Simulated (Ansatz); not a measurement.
# Ni (hcp type): the cost of one run

Program: Ansatz 0.2.0. Level of theory: DFT PBEsol, with the methods named in each step. These are calculated values, not measurements.

This is Ni in the hcp structure; at room conditions it is fcc.

## 1. The structure to begin with

Symmetry: P6_3/mmc, No. 194, hexagonal system. The conventional cell has a = 2.449 Å, b = 2.449 Å, c = 4.015 Å, α = 90.00°, β = 90.00°, γ = 120.00°. Ni (site symmetry -6m2) has 12 Ni at 2.45 to 2.46 Å in its first shell of neighbours.

Coordinates:

```
Ni
1.0
     2.44913    0.00000    0.00000
    -1.22457    2.12101    0.00000
     0.00000    0.00000    4.01511
Ni
2
Direct
  0.33333 0.66667 0.25000
  0.66667 0.33333 0.75000
```

Whether this phase is the stable one at these pressures isn't tested.

Atoms are numbered in the order of the input: Ni1, Ni2.

## 2. The reference volume, LAPW

The input, input.yaml:

```yaml
crystal:
  lattice:
    - [2.4491343427, 0.0, 0.0]
    - [-1.2245671714, 2.1210125581, 0.0]
    - [0.0, 0.0, 4.0151071136]
  atoms:
    - { symbol: Ni, position: [0.3333333333, 0.6666666667, 0.25], spin: 1.0 }
    - { symbol: Ni, position: [0.6666666667, 0.3333333333, 0.75], spin: 1.0 }
magnetization:
  spin_polarized: true
kpoints:
  mp_grid: { grid: [18, 18, 10] }
  band_path:
    path:
      - [0.0, 0.0, 0.0]
      - [0.5, 0.0, 0.0]
      - [0.3333333333, 0.3333333333, 0.0]
      - [0.0, 0.0, 0.0]
      - [0.0, 0.0, 0.5]
      - [0.5, 0.0, 0.5]
      - [0.3333333333, 0.3333333333, 0.5]
      - [0.0, 0.0, 0.5]
      - [0.5, 0.0, 0.5]
    npoints: 14
scf:
  occupations: { method: fermi_dirac, width: 0.1 }
hamiltonian:
  xc: pbesol
  pseudopotentials: { kind: all_electron, lapw: { basis_error: 0.001 } }
output:
  forces: true
  stress: true
  eigenvalues: true
  populations: true
  dos: { projected: true, de: 0.2, e_range: [-14, 8] }
```

On the command line:

```
$ ansatz run input.yaml --threads 1 --pin off --max-ram 3072MiB --backend cpu --events-out ev --progress --plain --runs-dir out
```

What time and memory should one allow on 1 thread of Arm Neoverse V1, shared host?

About 2.4 min, with a peak of 0.94 GiB.
